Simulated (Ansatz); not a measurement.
# interstitial Li in SiO2: molecular dynamics, part 2 of 2

The plan is to see whether the interstitial stays in its void or moves on. The start is relaxed first. Runs: 40 steps of 1 fs under a Langevin thermostat at 900 K; 70 steps of 1 fs under a Langevin thermostat at 1260 K. The host cell (P4_12_12) has 24 atoms, cell charge +1; the extra atom is the last.

Ansatz 0.2.0; DFT r2SCAN, plane waves, PAW, scalar-relativistic, no spin polarisation.

### 7 Frames from the trajectory

Extended XYZ, with forces in eV/Å:

```xyz
25
Lattice="-4.982 -4.982 0.000 4.982 -4.982 0.000 0.000 0.000 6.963" Properties=species:S:1:pos:R:3:forces:R:3 pbc="T T T" time_fs=10.0 T=555 dE=1.4468
Si    1.668   -3.461    0.144    0.395   -0.131   -0.467
Si    1.041   -0.985    1.803   -0.817    0.526   -0.697
Si   -1.489   -6.248    3.472    2.126    1.225    1.518
Si    3.853   -3.959    5.016    1.709    1.479   -1.875
O     1.417   -4.565    1.299    1.053   -0.290    0.174
O    -2.944   -5.710    3.072   -0.857    0.382   -0.083
O    -1.025   -5.410    4.856   -0.039   -3.409   -2.344
O     3.130   -3.586    6.343   -1.724   -0.234    1.633
O    -1.451   -7.800    3.795    0.392   -2.901    1.897
O    -0.468   -6.048    2.227    0.077    0.174    0.544
O     1.614   -1.982    0.719    0.858   -0.161    0.197
O     0.481   -3.568    6.052   -0.666   -0.322   -0.973
Si   -3.653   -3.589   -0.189    0.035   -0.987    1.281
Si    1.052   -6.074    1.693   -0.854   -2.260   -2.259
Si   -1.505   -1.636    3.440    0.838   -3.451    0.041
Si   -0.966   -3.979    5.471    0.120    0.004    2.857
O    -4.076   -4.508    1.096   -1.105   -0.935    0.744
O     2.039   -6.873    2.771   -1.432    1.335   -0.893
O     3.617   -5.442    4.445   -0.355    1.642    0.848
O    -2.099   -3.928    6.660    1.181    0.265   -0.927
O    -1.497   -3.100    4.294   -0.602    3.355   -2.413
O    -0.347   -1.689    2.332    0.495    1.070   -0.025
O     1.060   -7.097    0.300   -0.190    2.968    1.669
O     0.542   -8.956    5.367   -1.005    0.634   -0.183
Li   -3.412   -3.733    3.730    0.370    0.023   -0.266
25
Lattice="-4.982 -4.982 0.000 4.982 -4.982 0.000 0.000 0.000 6.963" Properties=species:S:1:pos:R:3:forces:R:3 pbc="T T T" time_fs=20.0 T=515 dE=1.9900
Si    1.711   -3.465    0.156    0.206   -1.770    0.961
Si    1.020   -1.005    1.767    0.453   -0.820    0.948
Si   -1.477   -6.235    3.480   -0.505   -1.599   -1.551
Si    3.871   -3.982    4.996   -0.992    1.542   -0.472
O     1.350   -4.520    1.364    1.293   -0.936   -0.084
O    -2.968   -5.657    3.038    1.092   -0.461    0.506
O    -1.045   -5.459    4.763    1.105    2.158    2.601
O     3.143   -3.567    6.383    0.058   -1.042   -0.523
O    -1.453   -7.862    3.800    0.301   -0.529    1.139
O    -0.501   -6.075    2.202    0.279    0.084    0.617
O     1.621   -2.010    0.689    0.492    2.030    0.986
O     0.504   -3.563    6.100   -1.836   -0.761   -2.009
Si   -3.617   -3.659   -0.219   -2.889    2.022    4.206
Si    1.055   -6.095    1.745   -2.361    0.715   -3.715
Si   -1.534   -1.709    3.468    1.553    0.656   -2.024
Si   -0.936   -3.970    5.547    0.237   -1.545   -2.018
O    -4.129   -4.542    1.160   -0.516    1.775   -2.590
O     1.971   -6.883    2.759    1.881    0.119    1.929
O     3.587   -5.458    4.442   -0.625    1.065    0.502
O    -2.071   -3.955    6.679    0.837   -0.087   -0.558
O    -1.478   -3.032    4.293   -0.071   -2.042    2.027
O    -0.229   -1.734    2.465   -1.998    0.380    0.135
O     1.140   -7.038    0.389    0.244   -1.747   -1.486
O     0.496   -9.005    5.355    1.565    0.932    1.074
Li   -3.387   -3.783    3.760    0.193   -0.140   -0.601
25
Lattice="-4.982 -4.982 0.000 4.982 -4.982 0.000 0.000 0.000 6.963" Properties=species:S:1:pos:R:3:forces:R:3 pbc="T T T" time_fs=30.0 T=693 dE=2.0047
Si    1.745   -3.498    0.172   -3.111    0.968    2.380
Si    1.008   -1.014    1.707   -0.347    2.101    4.655
Si   -1.489   -6.234    3.465   -2.747   -1.542    1.510
Si    3.864   -3.929    5.001    0.566   -0.845    0.767
O     1.394   -4.487    1.432    0.567   -1.756   -0.527
O    -2.991   -5.572    3.078    1.222   -1.238   -0.894
O    -1.010   -5.437    4.756    0.816   -0.438    1.201
O     3.092   -3.603    6.408    3.032   -0.952   -1.984
O    -1.520   -7.957    3.799    0.198    3.318   -0.398
O    -0.476   -6.071    2.309    1.516   -0.084   -2.071
O     1.700   -1.943    0.729    1.533   -2.779   -1.996
O     0.492   -3.569    6.132    0.003   -0.455   -0.796
Si   -3.648   -3.662   -0.170    1.759    1.734    2.142
Si    1.006   -6.104    1.688    1.051    0.601   -0.626
Si   -1.498   -1.717    3.470    0.471    0.628    0.572
Si   -0.902   -4.020    5.539   -1.545   -0.473    0.344
O    -4.178   -4.534    1.069   -1.389   -0.465    0.086
O     2.005   -6.863    2.775    0.350    0.713    0.386
O     3.567   -5.398    4.440   -0.286   -0.579    0.018
O    -2.038   -4.005    6.736   -0.260    0.201   -1.220
O    -1.447   -3.068    4.351   -0.576    0.632   -0.047
O    -0.182   -1.750    2.553   -0.573    0.635   -1.453
O     1.242   -7.057    0.390   -0.879   -0.501   -0.975
O     0.578   -8.943    5.390   -1.774    0.811   -0.348
Li   -3.372   -3.695    3.848    0.402   -0.237   -0.725
25
Lattice="-4.982 -4.982 0.000 4.982 -4.982 0.000 0.000 0.000 6.963" Properties=species:S:1:pos:R:3:forces:R:3 pbc="T T T" time_fs=40.0 T=740 dE=2.1928
Si    1.689   -3.483    0.190   -0.508   -1.359    0.750
Si    0.989   -1.054    1.718    0.782    3.611    0.594
Si   -1.595   -6.283    3.471    2.298    0.807    1.885
Si    3.834   -3.896    5.050    2.539   -0.452   -1.466
O     1.396   -4.537    1.445    0.527    0.203   -1.679
O    -2.943   -5.472    2.989   -0.288   -1.962   -0.687
O    -0.984   -5.413    4.821   -0.561   -3.881   -2.281
O     3.084   -3.646    6.392   -0.010   -0.093    0.951
O    -1.521   -7.939    3.762   -0.424    1.830    1.032
O    -0.446   -6.130    2.368    0.151   -0.001   -1.336
O     1.763   -1.977    0.675   -0.201    0.821    1.283
O     0.486   -3.541    6.099    0.403   -0.251   -0.157
Si   -3.617   -3.625   -0.146    1.044   -0.622    0.729
Si    0.972   -6.100    1.624    1.876   -1.319    2.215
Si   -1.464   -1.675    3.515   -1.460    0.199    0.190
Si   -0.899   -4.038    5.545   -2.264    0.976    0.021
O    -4.287   -4.543    0.979   -0.676   -2.607    1.634
O     2.046   -6.859    2.792   -0.321    1.428   -0.876
O     3.525   -5.361    4.519    0.269   -1.654   -0.962
O    -2.053   -4.108    6.714   -0.132    1.004   -0.446
O    -1.456   -3.068    4.333    0.155    0.401    0.965
O    -0.215   -1.771    2.497    0.016    0.680   -0.662
O     1.241   -7.081    0.354   -0.748    1.306   -0.097
O     0.625   -8.889    5.393   -2.881    0.773   -0.611
Li   -3.325   -3.688    3.921    0.416    0.160   -0.989
```

Reading of run 1. Against a set 900 K the second half averages 650 K with a spread of 79 K (in equilibrium 25 atoms would scatter by about 147 K, over a far longer run); 86 meV/atom has gone into potential energy, and a thermostat that acts over some 20 fs has not made it up in 40 fs. The farthest move is 0.32 Å, against a mean nearest distance of 1.6 Å at the start: no atom has changed site so far. The interstitial Li25 strays up to 0.26 Å from where this run began and ends 0.26 Å from it (the host's drift taken out), so it has kept its site.

### 8 Run 2

70 steps of 1 fs under a Langevin thermostat at 1260 K, starting from the last frame of an earlier run, with new velocities.

Input file input.yaml:

```yaml
accuracy: low
crystal:
  lattice:
    - [-4.982, -4.982, 0.0]
    - [4.982, -4.982, 0.0]
    - [0.0, 0.0, 6.963]
  atoms:
    - { symbol: Si, position: [0.18002815, 0.5190429, 0.02721227] }
    - { symbol: Si, position: [0.00654119, 0.20510181, 0.24678853] }
    - { symbol: Si, position: [0.79068353, 0.47049885, 0.4984623] }
    - { symbol: Si, position: [0.00622406, 0.77581745, 0.72527901] }
    - { symbol: O, position: [0.31524346, 0.59541582, 0.20746915] }
    - { symbol: O, position: [0.84453158, 0.25383048, 0.42923921] }
    - { symbol: O, position: [0.6419413, 0.4445142, 0.69243053] }
    - { symbol: O, position: [0.05635353, 0.67543511, 0.91799574] }
    - { symbol: O, position: [0.94940017, 0.64414464, 0.54028093] }
    - { symbol: O, position: [0.65987594, 0.570455, 0.34014133] }
    - { symbol: O, position: [0.02149208, 0.37537557, 0.0969451] }
    - { symbol: O, position: [0.3066505, 0.40410978, 0.87599006] }
    - { symbol: Si, position: [0.72674836, 0.00079052, -0.02094055] }
    - { symbol: Si, position: [0.51457508, 0.70975998, 0.23326358] }
    - { symbol: Si, position: [0.31507242, 0.02117834, 0.5048489] }
    - { symbol: Si, position: [0.49550208, 0.31497253, 0.79640689] }
    - { symbol: O, position: [0.88614235, 0.02563678, 0.14064966] }
    - { symbol: O, position: [0.48304007, 0.89367168, 0.40091661] }
    - { symbol: O, position: [0.18431837, 0.89181438, 0.64899589] }
    - { symbol: O, position: [0.61835474, 0.20624806, 0.96429637] }
    - { symbol: O, position: [0.45402391, 0.16181093, 0.62222592] }
    - { symbol: O, position: [0.19929368, 0.15613959, 0.35860803] }
    - { symbol: O, position: [0.58613622, 0.83525995, 0.05078602] }
    - { symbol: O, position: [0.82935568, 0.95478241, 0.77448175] }
    - { symbol: Li, position: [0.70383646, 0.03646283, 0.56305359] }
total_charge: 1
basis:
  ecutwfc: 500.0
kpoints:
  mp_grid: { grid: [1, 1, 1] }
hamiltonian:
  xc: r2scan
  pseudopotentials: { kind: paw, azcp: { folder: soft_1 } }
scf:
  occupations: { method: fermi_dirac, width: 0.05 }
  lower_state_search: "off"
md:
  timestep: 1
  n_steps: 70
  ensemble: nvt_langevin
  temperature: 1260.0
  initial_velocities: maxwell_boltzmann
  seed: 176164
  friction: 0.01
```

On the command line:

```bash
$ ansatz run input.yaml --threads 1 --pin off --max-ram 3072MiB --backend cpu --events-out ev --progress --plain --runs-dir out
```

The program printed, shortened:

```text
Warning: md: disabling space-group detection — thermal motion breaks the input geometry's symmetry, so no spatial operation reduces the k-mesh or symmetrises the density; time reversal is kept, so that k and −k are solved as one point where they differ and the mesh holds both, and exact [...]
settings of this run that can trade accuracy for cost: accuracy: low. Do not mix this run's numbers with those of runs without the same settings; the input reference describes each key
Warning: RAYON_NUM_THREADS=1 ignored (pool sized by the plan → 1); use --threads N
[...]
Pseudopotentials: kind: paw
[...]
Bands: 90, of which v1, the nominal top of the filled ones, is band 65 counted from 1 (64 counted from 0)
Symmetry: 1 space group operations
k-points: 1
[...]
SCF iter   1: F=-14424.683206 eV  HF=-14463.746480 eV  |F-HF|=3.91e1  |Δ(HF+E_count)|=         —  Δρ=1.35e-1  dr2=5.94e1  dr2_τ=5.80e0  ethr=3.10e-3  ⟨swp⟩=6.0  Hψ=408  notcnv=0  defer=11
[...]
md step     0: t =     0.00 fs  T =  1209.6 K  F+E_penalty+E_count = -14449.74598653 eV  E_kin = 3.908822 eV  (11 SCF iters)
[...]
md step     1: t =     1.00 fs  T =  1189.2 K  F+E_penalty+E_count = -14449.82049693 eV  E_kin = 3.842889 eV  (8 SCF iters)
[...]
md step     2: t =     2.00 fs  T =  1148.8 K  F+E_penalty+E_count = -14449.84440192 eV  E_kin = 3.712447 eV  (8 SCF iters)
```

### 9 The output, continued: dynamics from the last frame of the run before

Output, continued, shortened:

```text
[... from here on, the SCF cycles and remarks between the steps are left out ...]
md step     3: t =     3.00 fs  T =  1075.7 K  F+E_penalty+E_count = -14449.82724694 eV  E_kin = 3.476249 eV  (8 SCF iters)
[...]
md step    20: t =    20.00 fs  T =   811.7 K  F+E_penalty+E_count = -14448.17464144 eV  E_kin = 2.623013 eV  (8 SCF iters)
[...]
  atom   6  O     -1.68968602     1.60565482    -0.18387242
  atom   7  O      0.19634383     4.30050870     3.99392484
  atom   8  O      0.93392837    -0.03746589    -2.04198485
[...]
--- MD trajectory: 70 steps, t = 0.0 → 70.0 fs ---
  final state: T = 1229.7 K   F+E_penalty+E_count = -14448.27812660 eV   E_kin = 3.973673 eV
settings of this run that can trade accuracy for cost: accuracy: low. Do not mix this run's numbers with those of runs without the same settings; the input reference describes each key
```

Wall time 17 min (1 thread of Intel Xeon Platinum 8259CL at 2.50GHz (Skylake/Cascade Lake), shared host); peak memory 0.82 GiB.

### 10 Frames and traces

One step in 3; energies are changes from step 0; msd is the mean square displacement from the start, the centre of mass held:

```csv
time (fs),T (K),potential energy change (meV/atom),msd O (Å²),msd Si (Å²),msd Li (Å²)
0.0,1210,0.0,0.000,0.000,0.000
3.0,1076,-3.3,0.001,0.001,0.008
6.0,1025,5.4,0.006,0.003,0.027
9.0,915,16.1,0.011,0.007,0.045
12.0,1001,18.0,0.018,0.010,0.064
15.0,1054,21.8,0.025,0.014,0.081
18.0,941,43.6,0.031,0.018,0.093
21.0,752,69.5,0.037,0.021,0.097
24.0,837,63.0,0.042,0.023,0.095
27.0,1151,37.0,0.045,0.023,0.086
30.0,1279,31.4,0.048,0.022,0.075
33.0,1177,39.2,0.053,0.023,0.062
36.0,1228,43.1,0.059,0.023,0.051
39.0,1111,46.1,0.066,0.025,0.042
42.0,1060,50.2,0.073,0.026,0.035
45.0,1054,52.2,0.080,0.028,0.030
48.0,1019,60.3,0.086,0.031,0.026
51.0,1010,55.9,0.091,0.033,0.022
54.0,1180,34.6,0.095,0.036,0.018
57.0,1244,30.0,0.098,0.039,0.018
60.0,1078,53.3,0.101,0.044,0.021
63.0,968,73.9,0.103,0.047,0.028
66.0,998,70.1,0.102,0.050,0.040
69.0,1190,59.4,0.101,0.051,0.053
70.0,1230,58.7,0.100,0.051,0.057
```

time (fs), T (K) and a bar:
```
      0.0       1210 ##########################
      3.0       1076 ##################
      6.0       1025 ################
      9.0        915 #########
     12.0       1001 ##############
     15.0       1054 #################
     18.0        941 ###########
     21.0        752 
     24.0        837 #####
     27.0       1151 #######################
     30.0       1279 ##############################
     33.0       1177 ########################
     37.0       1158 #######################
     40.0       1089 ###################
     43.0       1084 ###################
     46.0       1090 ###################
     49.0       1031 ################
     52.0       1008 ###############
     55.0       1229 ###########################
     58.0       1225 ###########################
     61.0       1015 ###############
     64.0        926 ##########
     67.0       1061 ##################
     70.0       1230 ###########################
```

Pair distribution over the second half of the run:

```csv
r (Å),g O–O,g Si–O,g Si–Si
0.68,0.00,0.00,0.00
0.84,0.00,0.00,0.00
1.00,0.00,0.00,0.00
1.16,0.00,0.00,0.00
1.32,0.00,0.03,0.00
1.48,0.00,3.77,0.00
1.64,0.00,11.18,0.00
1.80,0.00,1.36,0.00
1.96,0.00,0.06,0.00
2.12,0.00,0.00,0.00
2.28,0.24,0.00,0.00
2.44,1.59,0.00,0.00
2.60,4.49,0.00,0.00
2.76,3.10,0.00,0.15
2.92,0.52,0.00,2.74
3.08,0.23,0.07,5.00
3.24,0.39,0.39,2.47
3.40,0.54,1.00,0.05
```

First peaks of g(r) (not always the tallest), and, where a minimum follows, the mean number of second-named atoms round a first-named one up to the next minimum:

```csv
pair,peak (Å),height,minimum (Å),neighbours
O–O,2.68,4.5,3.00,6.1
Si–O,1.64,11.2,2.04,4.0
Si–Si,3.08,5.0,-,-
```

### 11 Snapshots as a file

Positions (Å) and forces (eV/Å):

```xyz
25
Lattice="-4.982 -4.982 0.000 4.982 -4.982 0.000 0.000 0.000 6.963" Properties=species:S:1:pos:R:3:forces:R:3 pbc="T T T" time_fs=18.0 T=941 dE=1.0890
Si    1.694   -3.512    0.226   -0.230    0.739   -0.820
Si    1.065   -0.882    1.830   -3.332   -3.347   -1.619
Si   -1.580   -6.189    3.546    2.311   -1.482   -1.820
Si    3.839   -3.915    4.931   -2.651    2.025    2.257
O     1.318   -4.651    1.347    1.222    1.128   -1.026
O    -3.063   -5.583    3.108    3.451    1.466    2.104
O    -0.869   -5.510    4.769    0.070    0.721    1.670
O     3.136   -3.588    6.394   -0.843   -0.964    0.185
O    -1.718   -7.711    3.964    0.017   -2.153   -0.068
O    -0.393   -6.131    2.397   -2.469   -0.330    0.708
O     1.648   -1.961    0.836    1.158   -1.374   -0.797
O     0.539   -3.475    5.982    0.281   -1.109    1.140
Si   -3.673   -3.725   -0.190   -0.468    3.857    0.032
Si    1.062   -6.202    1.783   -1.655    1.019   -4.524
Si   -1.387   -1.691    3.554    0.111   -2.436   -1.038
Si   -0.875   -4.110    5.539    2.269    0.386    0.538
O    -4.370   -4.540    1.031    0.608   -0.440    0.144
O     2.093   -6.692    2.835    2.497   -1.935    1.743
O     3.568   -5.388    4.423   -0.068    0.961    0.566
O    -2.021   -4.007    6.619   -3.810   -0.437    1.890
O    -1.412   -3.109    4.458   -1.628    3.410   -3.709
O    -0.127   -1.813    2.543   -1.258    1.379    0.042
O     1.039   -7.058    0.305    1.007   -1.911    0.895
O     0.405   -8.845    5.301    3.985    0.245    1.329
Li   -3.095   -3.796    3.773   -0.572    0.582    0.178
25
Lattice="-4.982 -4.982 0.000 4.982 -4.982 0.000 0.000 0.000 6.963" Properties=species:S:1:pos:R:3:forces:R:3 pbc="T T T" time_fs=35.0 T=1253 dE=1.0702
Si    1.664   -3.462    0.185    2.968   -1.533    1.260
Si    0.988   -0.947    1.916    4.032    0.799   -1.139
Si   -1.381   -6.257    3.637   -3.056   -0.222    1.111
Si    3.762   -3.878    5.000    2.442   -1.033    1.633
O     1.430   -4.681    1.215   -0.228   -1.993    0.725
O    -2.900   -5.535    3.297    0.208   -1.208   -2.355
O    -0.779   -5.581    4.986   -0.328    1.382    0.217
O     3.179   -3.661    6.473   -1.574   -0.121    0.209
O    -1.815   -7.806    3.994    0.645    1.403   -0.963
O    -0.368   -6.154    2.470    2.264   -0.206   -1.725
O     1.684   -2.067    0.907   -0.242    2.140    1.083
O     0.543   -3.593    6.055   -0.442    0.807   -0.957
Si   -3.692   -3.622   -0.211   -2.379   -1.141    2.167
Si    1.095   -6.258    1.682    0.429    3.038    1.954
Si   -1.350   -1.725    3.505    0.194    3.953    2.412
Si   -0.857   -4.046    5.579   -3.857   -0.276   -1.848
O    -4.273   -4.522    1.106    0.408   -2.069    0.313
O     2.299   -6.735    2.793   -6.684    0.394   -4.639
O     3.696   -5.332    4.365   -0.060   -0.431    0.262
O    -2.174   -3.965    6.629    3.522   -0.219   -1.141
O    -1.489   -3.014    4.303    1.407   -5.395    4.783
O    -0.166   -1.764    2.555    1.573   -0.339   -1.749
O     0.876   -7.229    0.471    0.662    1.343   -0.785
O     0.539   -8.756    5.336   -1.750    0.188   -0.893
Li   -3.208   -3.849    3.820   -0.153    0.740    0.064
25
Lattice="-4.982 -4.982 0.000 4.982 -4.982 0.000 0.000 0.000 6.963" Properties=species:S:1:pos:R:3:forces:R:3 pbc="T T T" time_fs=52.0 T=1008 dE=1.2264
Si    1.657   -3.553    0.195   -1.681    1.006    1.884
Si    1.215   -0.972    1.884   -0.221   -1.232    2.799
Si   -1.310   -6.330    3.779    0.245    0.202   -2.266
Si    3.760   -3.916    5.157    2.121    0.325   -3.833
O     1.597   -4.835    1.146    1.070    4.729   -0.659
O    -2.763   -5.655    3.305   -1.091    0.570   -2.091
O    -0.749   -5.567    5.108   -1.105   -1.501   -1.456
O     3.036   -3.731    6.483    1.741   -0.274    0.480
O    -1.764   -7.887    4.003    0.861    0.451    0.641
O    -0.244   -6.170    2.508   -2.191    0.388    2.300
O     1.798   -2.114    0.977    0.552   -1.491   -1.518
O     0.513   -3.735    6.064   -0.387    1.546    0.168
Si   -3.722   -3.638   -0.173   -0.035    2.740    1.329
Si    1.099   -6.148    1.639   -2.320   -3.236    2.559
Si   -1.369   -1.663    3.503   -1.046   -1.865   -1.694
Si   -0.978   -4.039    5.533    2.905   -1.742    2.124
O    -4.087   -4.603    1.082   -0.507   -0.851    0.066
O     2.182   -6.850    2.554    4.170   -0.517    3.806
O     3.861   -5.351    4.427   -1.216   -1.417    0.143
O    -2.092   -3.926    6.641   -2.741    0.540    0.903
O    -1.477   -3.180    4.359   -0.775    4.312   -3.645
O    -0.112   -1.778    2.488   -0.051    1.200    0.285
O     0.798   -7.157    0.506    0.624   -3.266   -3.927
O     0.417   -8.581    5.308    1.222   -0.757    2.174
Li   -3.249   -3.823    3.880   -0.144    0.140   -0.573
25
Lattice="-4.982 -4.982 0.000 4.982 -4.982 0.000 0.000 0.000 6.963" Properties=species:S:1:pos:R:3:forces:R:3 pbc="T T T" time_fs=70.0 T=1230 dE=1.4679
Si    1.585   -3.513    0.223    4.100   -3.683    0.576
Si    1.351   -1.128    1.955   -0.991    1.410   -3.208
Si   -1.341   -6.431    3.780    0.903    1.770   -3.126
Si    3.875   -3.996    5.094   -1.669    0.605    2.713
O     1.725   -4.788    1.302   -2.086    0.252    0.691
O    -2.654   -5.770    3.173   -1.690    1.606   -0.184
O    -0.832   -5.702    5.014    0.196    4.301    3.994
O     3.024   -3.876    6.474    0.934   -0.037   -2.042
O    -1.672   -7.883    4.075   -0.341   -3.459   -0.336
O    -0.214   -6.120    2.671   -0.879   -0.442   -0.051
O     2.027   -2.151    0.889   -1.030    0.996    1.212
O     0.474   -3.795    6.102   -0.112    1.088    0.544
Si   -3.811   -3.591   -0.141    3.150   -1.860    5.862
Si    1.042   -6.199    1.766    2.646   -0.173   -2.975
Si   -1.346   -1.644    3.397    0.441   -1.460    0.566
Si   -0.966   -4.109    5.568   -1.998    0.188   -1.685
O    -4.118   -4.836    1.021    0.400    2.099   -0.762
O     2.223   -6.993    2.656   -0.480    1.022   -0.373
O     3.784   -5.446    4.472   -0.060   -0.013   -0.715
O    -2.192   -3.928    6.641    0.494    0.141   -1.228
O    -1.351   -2.988    4.311    0.406   -2.834    1.907
O    -0.065   -1.641    2.438   -1.073   -0.854    0.628
O     0.827   -7.086    0.334    0.395    1.155    3.072
O     0.438   -8.512    5.485   -1.974   -1.960   -4.947
Li   -3.241   -3.641    3.777    0.317    0.143   -0.134
```

Reading of run 2. Against a set 1260 K the second half averages 1095 K with a spread of 95 K (in equilibrium 25 atoms would scatter by about 206 K, over a far longer run); 52 meV/atom has gone into potential energy, and a thermostat that acts over some 100 fs has not made it up in 70 fs. The farthest move is 0.55 Å against a mean nearest distance of 1.6 Å: a large displacement, and the run is too short to tell whether atoms leave their places. The interstitial Li25 strays up to 0.33 Å from where this run began and ends 0.24 Å from it (the host's drift taken out), so it has kept its site.

### 12 Results

This closing draws on all 2 parts.

| quantity | value |
| --- | --- |
| relaxation of the start | 8 moves, 0.732 eV lower |
| run 1: length | 40 steps of 1 fs |
| run 1: temperature, first and last step | 864 and 740 K |
| run 1: temperature, second half | mean 650 K, from 515 to 793 K |
| run 1: potential energy, second half | +86 meV/atom from this run's first step |
| run 1: mean square displacement, second half | Li 0.042, O 0.024, Si 0.008 Å² |
| run 2: length | 70 steps of 1 fs |
| run 2: temperature, first and last step | 1210 and 1230 K |
| run 2: temperature, second half | mean 1095 K, from 926 to 1269 K |
| run 2: potential energy, second half | +52 meV/atom from this run's first step |
| run 2: mean square displacement, second half | O 0.088, Si 0.036, Li 0.032 Å² |

In words: Mean temperatures of the second halves: 650 K, 1095 K. In the last run: the interstitial Li25 strays up to 0.33 Å from where this run began and ends 0.24 Å from it (the host's drift taken out), so it has kept its site. 70 fs on 25 atoms is far too short and small for converged averages. The charged cell sits in a uniform background, with no correction for images. The settings are cheap ones for dynamics (low accuracy level or one k-point).
